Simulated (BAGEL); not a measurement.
# HF/6-31G(d) (density fitting with qzvpp-jkfit, spherical functions) run of CH3NSSi (SMILES [H][Si]([H])([H])N=C=S)

Aim: the vertical ionisation energy of CH3NSSi at HF/6-31G* (density fitting with qzvpp-jkfit, spherical functions), from 2 runs. 

The results are computed with BAGEL 1.2.2.

7 further runs of the same task are left out: 5 that didn't finish, 2 set aside as unsound or not needed.

### Step 1. The molecule

CH3NSSi: 7 atoms, total charge 0, spin state singlet. SMILES: `[H][Si]([H])([H])N=C=S`. The coordinates come from a GFN2-xTB relaxation.

Bond lengths: Si1–N2 1.717 Å, N2–C3 1.188 Å, C3–S4 1.552 Å, Si1–H5 1.459 Å, Si1–H6 1.459 Å, Si1–H7 1.460 Å. Angles: Si1–N2–C3 177.6°, N2–C3–S4 179.6°, N2–Si1–H5 105.9°, N2–Si1–H6 105.4°, N2–Si1–H7 106.0°, H5–Si1–H6 113.0°, H5–Si1–H7 112.8°, H6–Si1–H7 112.9°.

### Step 2. A single-point energy at HF/6-31G(d) (density fitting with qzvpp-jkfit, spherical functions)

File calc.json:

```json
{ "bagel" : [

{
  "title" : "molecule",
  "basis" : "6-31gs.json",
  "df_basis" : "qzvpp-jkfit",
  "angstrom" : true,
  "geometry" : [
    { "atom" : "Si", "xyz" : [      -0.002120,      -0.002250,      -1.126530 ] },
    { "atom" : "N", "xyz" : [      -0.011450,       0.030840,       0.590010 ] },
    { "atom" : "C", "xyz" : [       0.002610,       0.008600,       1.777500 ] },
    { "atom" : "S", "xyz" : [       0.013190,      -0.011980,       3.329490 ] },
    { "atom" : "H", "xyz" : [       1.403140,      -0.007420,      -1.519630 ] },
    { "atom" : "H", "xyz" : [      -0.704610,       1.207660,      -1.541340 ] },
    { "atom" : "H", "xyz" : [      -0.700770,      -1.225460,      -1.509500 ] }
  ]
},

{
  "title" : "hf"
},

{
  "title" : "print",
  "file" : "orbitals.molden",
  "orbitals" : true
}

]}
```

The basis set 6-31G* is read from a file made from the Basis Set Exchange's data (not shown).

Command:

```sh
$ BAGEL_NUM_THREADS=1 BAGEL calc.json > calc.out
```

Log:

```text
* using 1 threads per process

  ===============================================================
  ===============================================================

  *** Geometry ***

  { "atom" : "Si", "xyz" : [     -0.004006,     -0.004252,     -2.128833 ] },
  { "atom" : "N", "xyz" : [     -0.021637,      0.058279,      1.114957 ] },
  { "atom" : "C", "xyz" : [      0.004932,      0.016252,      3.358988 ] },
  { "atom" : "S", "xyz" : [      0.024925,     -0.022639,      6.291824 ] },
  { "atom" : "H", "xyz" : [      2.651550,     -0.014022,     -2.871685 ] },
  { "atom" : "H", "xyz" : [     -1.331520,      2.282147,     -2.912710 ] },
  { "atom" : "H", "xyz" : [     -1.324263,     -2.315784,     -2.852542 ] },

  Number of auxiliary basis functions:      462

  Since a DF basis is specified, we compute 2- and 3-index integrals:
    o Being stored without compression. Storage requirement is 0.018 GB

  Number of basis functions:       70
  Number of electrons      :       46

    * METHOD: MOLECULE                             0.18

  *** RHF ***

  === Nuclear Repulsion ===
   173.1284137341

      * DIIS with orbital gradients will be used.

  === RHF iteration (6-31gs.json) ===
      0       -780.37768416          0.01767471           0.05
      1       -780.44893692          0.01393556           0.05
      2       -780.50932352          0.00187591           0.05
      3       -780.51122452          0.00049089           0.05
      4       -780.51133739          0.00010074           0.05
      5       -780.51134504          0.00004538           0.05
      6       -780.51134638          0.00002115           0.05
      7       -780.51134680          0.00000268           0.05
      8       -780.51134680          0.00000060           0.05
      9       -780.51134680          0.00000025           0.05
     10       -780.51134680          0.00000009           0.05
     11       -780.51134680          0.00000003           0.05
     12       -780.51134680          0.00000001           0.05
     13       -780.51134680          0.00000001           0.05
    * SCF iteration converged.

    * Permanent dipole moment:
           (   -0.003863,     0.013732,     1.246486) a.u.

    * METHOD: HF                                   0.87

    * METHOD: PRINT                                0.01

  ===============================================================
```

Run time: 1.2 s. Hardware: 1 thread of Arm Neoverse V2, shared host; peak memory 0.098 GiB.

### Step 3. The doublet cation

File hf.json:

```json
{ "bagel" : [

{
  "title" : "molecule",
  "basis" : "6-31gs.json",
  "df_basis" : "qzvpp-jkfit",
  "angstrom" : true,
  "geometry" : [
    { "atom" : "Si", "xyz" : [      -0.002120,      -0.002250,      -1.126530 ] },
    { "atom" : "N", "xyz" : [      -0.011450,       0.030840,       0.590010 ] },
    { "atom" : "C", "xyz" : [       0.002610,       0.008600,       1.777500 ] },
    { "atom" : "S", "xyz" : [       0.013190,      -0.011980,       3.329490 ] },
    { "atom" : "H", "xyz" : [       1.403140,      -0.007420,      -1.519630 ] },
    { "atom" : "H", "xyz" : [      -0.704610,       1.207660,      -1.541340 ] },
    { "atom" : "H", "xyz" : [      -0.700770,      -1.225460,      -1.509500 ] }
  ]
},

{
  "title" : "uhf",
  "charge" : 1,
  "nopen" : 1
},

{
  "title" : "print",
  "file" : "orbitals.molden",
  "orbitals" : true
}

]}
```

The basis set 6-31G* is read from a file made from the Basis Set Exchange's data (not shown).

Command:

```sh
$ BAGEL_NUM_THREADS=1 BAGEL hf.json > hf.out
```

Log:

```text
* using 1 threads per process

  ===============================================================
  ===============================================================

  *** Geometry ***

  { "atom" : "Si", "xyz" : [     -0.004006,     -0.004252,     -2.128833 ] },
  { "atom" : "N", "xyz" : [     -0.021637,      0.058279,      1.114957 ] },
  { "atom" : "C", "xyz" : [      0.004932,      0.016252,      3.358988 ] },
  { "atom" : "S", "xyz" : [      0.024925,     -0.022639,      6.291824 ] },
  { "atom" : "H", "xyz" : [      2.651550,     -0.014022,     -2.871685 ] },
  { "atom" : "H", "xyz" : [     -1.331520,      2.282147,     -2.912710 ] },
  { "atom" : "H", "xyz" : [     -1.324263,     -2.315784,     -2.852542 ] },

  Number of auxiliary basis functions:      462

  Since a DF basis is specified, we compute 2- and 3-index integrals:
    o Being stored without compression. Storage requirement is 0.018 GB

  Number of basis functions:       70
  Number of electrons      :       46

    * METHOD: MOLECULE                             0.18

  *** Open-shell HF ***

  === Nuclear Repulsion ===
   173.1284137341

      * DIIS with orbital gradients will be used.

  === UHF iteration (6-31gs.json) ===
      0       -780.02802663          0.03515189           0.11
      1       -780.11301687          0.03025747           0.11
      2       -780.13653225          0.02618403           0.11
      3       -780.19463489          0.00185578           0.11
      4       -780.19797948          0.00069021           0.11
      5       -780.19907583          0.00036836           0.11
      6       -780.19967720          0.00028165           0.11
      7       -780.20009227          0.00025971           0.11
      8       -780.20071855          0.00015108           0.11
      9       -780.20086460          0.00005150           0.11
     10       -780.20086972          0.00001910           0.11
     11       -780.20087385          0.00001070           0.11
     12       -780.20087544          0.00000564           0.11
     13       -780.20087641          0.00000461           0.11
     14       -780.20087708          0.00000400           0.11
     15       -780.20087814          0.00000213           0.11
     16       -780.20087823          0.00000123           0.10
     17       -780.20087823          0.00000051           0.11
     18       -780.20087824          0.00000024           0.11
     19       -780.20087825          0.00000018           0.11
     20       -780.20087825          0.00000016           0.11
     21       -780.20087825          0.00000015           0.11
     22       -780.20087825          0.00000015           0.10
     23       -780.20087825          0.00000015           0.11
     24       -780.20087825          0.00000015           0.11
     25       -780.20087825          0.00000015           0.11
     26       -780.20087825          0.00000015           0.11
     27       -780.20087825          0.00000015           0.10
     28       -780.20087825          0.00000015           0.10
     29       -780.20087825          0.00000014           0.10
     30       -780.20087825          0.00000014           0.10
     31       -780.20087825          0.00000014           0.10
     32       -780.20087825          0.00000014           0.10
     33       -780.20087825          0.00000014           0.10
     34       -780.20087827          0.00000015           0.10
     35       -780.20087827          0.00000016           0.10
     36       -780.20087827          0.00000014           0.10
     37       -780.20087831          0.00000093           0.10
     38       -780.20087830          0.00000040           0.10
     39       -780.20087830          0.00000035           0.11
     40       -780.20087834          0.00000160           0.10
     41       -780.20087833          0.00000128           0.11
     42       -780.20087830          0.00000028           0.11
     43       -780.20087832          0.00000031           0.10
     44       -780.20087833          0.00000012           0.10
     45       -780.20087833          0.00000010           0.10
     46       -780.20087834          0.00000029           0.10
     47       -780.20087835          0.00000030           0.10
     48       -780.20087835          0.00000021           0.10
     49       -780.20087836          0.00000026           0.10
     50       -780.20087835          0.00000010           0.10
     51       -780.20087835          0.00000008           0.10
     52       -780.20087835          0.00000006           0.10
     53       -780.20087835          0.00000006           0.10
     54       -780.20087835          0.00000006           0.10
     55       -780.20087835          0.00000006           0.10
     56       -780.20087835          0.00000006           0.10
     57       -780.20087835          0.00000005           0.10
     58       -780.20087836          0.00000005           0.10
     59       -780.20087836          0.00000006           0.10
     60       -780.20087836          0.00000006           0.10
     61       -780.20087836          0.00000005           0.10
     62       -780.20087836          0.00000017           0.10
     63       -780.20087836          0.00000016           0.10
     64       -780.20087836          0.00000007           0.10
     65       -780.20087836          0.00000004           0.10
     66       -780.20087837          0.00000014           0.10
     67       -780.20087837          0.00000012           0.10
     68       -780.20087837          0.00000023           0.10
     69       -780.20087837          0.00000022           0.10
     70       -780.20087837          0.00000006           0.10
     71       -780.20087837          0.00000003           0.10
     72       -780.20087837          0.00000003           0.10
     73       -780.20087837          0.00000003           0.10
     74       -780.20087837          0.00000003           0.10
     75       -780.20087837          0.00000003           0.10
     76       -780.20087837          0.00000003           0.10
     77       -780.20087837          0.00000002           0.10
     78       -780.20087837          0.00000002           0.10
     79       -780.20087837          0.00000002           0.10
     80       -780.20087837          0.00000002           0.10
     81       -780.20087837          0.00000002           0.10
     82       -780.20087837          0.00000002           0.10
     83       -780.20087837          0.00000002           0.10
     84       -780.20087837          0.00000006           0.10
     85       -780.20087837          0.00000008           0.10
     86       -780.20087837          0.00000003           0.10
     87       -780.20087837          0.00000001           0.10
    * SCF iteration converged.

    * S^2 (UHF) is 0.9210

    * Permanent dipole moment:
           (    0.000190,    -0.012760,    -0.472326) a.u.

    * METHOD: UHF                                  9.31

    * METHOD: PRINT                                0.01

  ===============================================================
```

Wall time 9.9 s (1 thread of Arm Neoverse V2, shared host); peak memory 0.096 GiB.

### Step 4. Summary of results

At HF/6-31G* (density fitting with qzvpp-jkfit, spherical functions):

| quantity | value |
| --- | --- |
| singlet CH3NSSi: total energy | -780.51135 Eh |
| singlet CH3NSSi: dipole moment | 3.17 D |
| singlet CH3NSSi: HOMO energy | -9.91 eV |
| singlet CH3NSSi: LUMO energy | 3.31 eV |
| singlet CH3NSSi: HOMO–LUMO gap | 13.22 eV |
| doublet cation: total energy | -780.20088 Eh |
| doublet cation: ⟨S²⟩ | 0.921 |
| vertical ionisation energy (to the doublet cation) | 8.448 eV |

In words: The vertical ionisation energy comes to 8.45 eV (195 kcal/mol). −ε(HOMO) before ionisation, 9.91 eV, is 1.46 eV above this ionisation energy. ⟨S²⟩ (doublet cation) is 0.92 where a pure doublet has 0.75: the reference is spin-contaminated.
